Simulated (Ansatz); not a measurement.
# NbTe8Mo3: the cost of one run

Computed with Ansatz 0.2.0 (DFT PBE, scalar-relativistic, plane waves, PAW, unless a step names another level, unless a step's input says otherwise).

1 further run of the same task is left out (it didn't finish). Runs told in other sessions of the task aren't counted.

**1. The structure to begin with**

Symmetry: P-6m2, No. 187, hexagonal system. The conventional cell has a = 3.590 Å, b = 3.590 Å, c = 29.991 Å, α = 90.00°, β = 90.00°, γ = 120.00°. Nb (site symmetry -6m2) has 6 Te at 2.80 Å in its first shell of neighbours. Te (site symmetry 3m) has 3 Nb at 2.80 Å in its first shell of neighbours. Te (site symmetry 3m) has 3 Mo at 2.74 Å in its first shell of neighbours. Mo (site symmetry 3m) is surrounded by 6 Te at 2.74 Å. Around Mo (site symmetry -6m2) lie 6 Te at 2.74 Å.

As a file:

```
CELL_PARAMETERS angstrom
3.59004 0.00000 0.00000
-1.79502 3.10907 0.00000
0.00000 0.00000 29.99142
ATOMIC_POSITIONS crystal
Nb 0.66667 0.33333 0.00000
Te 0.33333 0.66667 0.93728
Te 0.33333 0.66667 0.44011
Te 0.66667 0.33333 0.69121
Te 0.66667 0.33333 0.18902
Te 0.33333 0.66667 0.06272
Te 0.33333 0.66667 0.55989
Te 0.66667 0.33333 0.81098
Te 0.66667 0.33333 0.30879
Mo 0.33333 0.66667 0.75111
Mo 0.33333 0.66667 0.24889
Mo 0.66667 0.33333 0.50000
```

It is the end of an earlier relaxation with the same method, from a generated guess; it needn't be the stable form of this composition. At a tolerance of 0.05 Å it has space group P-6m2 (No. 187); it has 27.90 Å³/atom, an uncorrected energy of -0.30 eV/atom over the elements.

**2. Electronic structure at the relaxed geometry**

Input file input.yaml:

```yaml
crystal:
  lattice:
    - [3.5900395197, 0.0, 0.0]
    - [-1.7950197598, 3.1090654246, 0.0]
    - [0.0, 0.0, 29.9914248121]
  atoms:
    - { symbol: Nb, position: [0.6666666667, 0.3333333333, 0.0] }
    - { symbol: Te, position: [0.3333333333, 0.6666666667, 0.9372804056] }
    - { symbol: Te, position: [0.3333333333, 0.6666666667, 0.4401128509] }
    - { symbol: Te, position: [0.6666666667, 0.3333333333, 0.6912070814] }
    - { symbol: Te, position: [0.6666666667, 0.3333333333, 0.1890221338] }
    - { symbol: Te, position: [0.3333333333, 0.6666666667, 0.0627195944] }
    - { symbol: Te, position: [0.3333333333, 0.6666666667, 0.5598871491] }
    - { symbol: Te, position: [0.6666666667, 0.3333333333, 0.8109778662] }
    - { symbol: Te, position: [0.6666666667, 0.3333333333, 0.3087929186] }
    - { symbol: Mo, position: [0.3333333333, 0.6666666667, 0.751106393] }
    - { symbol: Mo, position: [0.3333333333, 0.6666666667, 0.248893607] }
    - { symbol: Mo, position: [0.6666666667, 0.3333333333, 0.5] }
basis:
  ecutwfc: 420
kpoints:
  mp_grid: { grid: [12, 12, 2] }
  band_path:
    path:
      - [[0.0, 0.0, 0.0], [0.5, 0.0, 0.0], [0.33333333, 0.33333333, 0.0], [0.0, 0.0, 0.0], [0.0, 0.0, 0.5], [0.5, 0.0, 0.5], [0.33333333, 0.33333333, 0.5], [0.0, 0.0, 0.5]]
      - [[0.5, 0.0, 0.5], [0.5, 0.0, 0.0]]
      - [[0.33333333, 0.33333333, 0.5], [0.33333333, 0.33333333, 0.0]]
    npoints: 10
hamiltonian:
  xc: pbe
scf:
  occupations: { method: gaussian, width: 0.1 }
  n_extra_bands: 30
output:
  forces: true
  stress: true
  eigenvalues: true
  populations: true
  dos: { projected: true, de: 0.02, nscf_kmesh: { grid: [15, 15, 3] } }
  bader: false
  write_density: true
  write_potential: true
  elf: true
  volumetric_format: npy
checkpoint:
  read: start.run
  write: ck
  compress: false
  write_wavefunctions: false
  write_every: 100000
```

Started as:

```bash
> ansatz run input.yaml --threads 4 --pin off --max-ram 8192MiB --backend cpu --events-out ev --progress --plain --runs-dir out
```

**Question.** How long does this run take on 4 threads of Intel Xeon at 2.70GHz, shared host, and how much memory does it need?

About 3.5 min, with a peak of 2.9 GiB.
